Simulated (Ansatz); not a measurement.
# F2H4OSi2: the cost of one run

Method: PBE0-D4, def2-SVP first, then def2-TZVP; program: Ansatz 0.2.0, Gaussian basis.

76 further runs of the same task are left out: 76 set aside as unsound or not needed.

## (1) The system as given

The guess: 9 atoms, charge 0, spin multiplicity 1.

Atoms are counted from 1 here; the program's logs count them from 0.

Bond lengths: Si1–O3 1.590 Å, Si1–F5 1.601 Å, Si1–F6 1.603 Å, Si2–O3 1.700 Å, Si2–H7 1.456 Å, Si2–H8 1.455 Å, Si2–H9 1.469 Å. Angles: O3–Si1–F5 108.6°, O3–Si1–F6 110.5°, F5–Si1–F6 98.5°, O3–Si2–H7 108.7°, O3–Si2–H8 106.0°, O3–Si2–H9 102.8°, H7–Si2–H8 120.0°, H7–Si2–H9 108.7°, H8–Si2–H9 109.2°, Si1–O3–Si2 149.6°.

Geometry (Å):

```
Si   -1.4932   -0.2455    1.0078
Si    0.9992   -0.3792   -0.9539
O    -0.2974    0.1190    0.0255
H     0.5355    1.4213   -0.0572
F    -2.5294    0.9747    1.0237
F    -1.0100   -0.1645    2.5346
H     2.2297   -0.2949   -0.1798
H     0.8697    0.3640   -2.1985
H     0.6959   -1.7950   -1.2021
```

Distances that are to change: Si2–H4 2.06 Å, Si1–Si2 3.17 Å, O3–H4 1.55 Å.

## (2) Constrained relaxation of the guess

hold/in.yaml reads:

```yaml
crystal:
  periodic: [false, false, false]
  atoms:
    - {symbol: Si, position_ang: [-1.493200, -0.245500, 1.007800]}
    - {symbol: Si, position_ang: [0.999200, -0.379200, -0.953900]}
    - {symbol: O, position_ang: [-0.297400, 0.119000, 0.025500]}
    - {symbol: H, position_ang: [0.535500, 1.421300, -0.057200]}
    - {symbol: F, position_ang: [-2.529400, 0.974700, 1.023700]}
    - {symbol: F, position_ang: [-1.010000, -0.164500, 2.534600]}
    - {symbol: H, position_ang: [2.229700, -0.294900, -0.179800]}
    - {symbol: H, position_ang: [0.869700, 0.364000, -2.198500]}
    - {symbol: H, position_ang: [0.695900, -1.795000, -1.202100]}
basis:
  gaussian: {orbitals: def2-SVP}
hamiltonian: {xc: pbe0, dispersion: d4}
relax: {f_tol: 0.04, max_steps: 150, escape_saddle: false, constraints: [{distance: [1, 3]}, {distance: [0, 1]}, {distance: [2, 3]}]}
```

Launch:

```console
> ansatz run in.yaml --threads 4 --pin off --events-out ev --progress --plain --max-ram 9574MiB
```

**Question.** How long does this run take on 4 threads of Arm Neoverse V2, shared host?

About 14 s.
